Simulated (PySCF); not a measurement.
# HgO: the cost of one run

Computed with PySCF 2.14.0 (relaxation, wb97x, def2-tzvpp, and further levels as typed in the inputs, unless a step's input says otherwise).

## (1) Starting point

Bond lengths: Hg1–O2 2.150 Å.

Coordinates:

```xyz
2

Hg    0.0000    0.0000    0.0000
O     0.0000    0.0000    2.1500
```

## (2) Relaxation: HgO

Input file run.py:

```python
from pyscf import gto, dft
from pyscf.geomopt.geometric_solver import optimize
mol = gto.M(atom="mol.xyz", basis="def2-tzvpp", spin=2, verbose=4)
mol.set(ecp='def2-tzvpp').build()
mf = dft.UKS(mol, xc="wb97x").density_fit().run(conv_tol=1e-9)
m = optimize(mf, maxsteps=60)
print("optimised structure (A):")
for k in range(m.natm): print(m.atom_symbol(k), *(f"{x:.8f}" for x in m.atom_coords(unit="A")[k]))
```

Started as:

```bash
$ python run.py
```

**Question.** How long does this run take on 4 threads of Intel Xeon Platinum 8259CL at 2.50GHz (Skylake/Cascade Lake), shared host?

About 22 s.
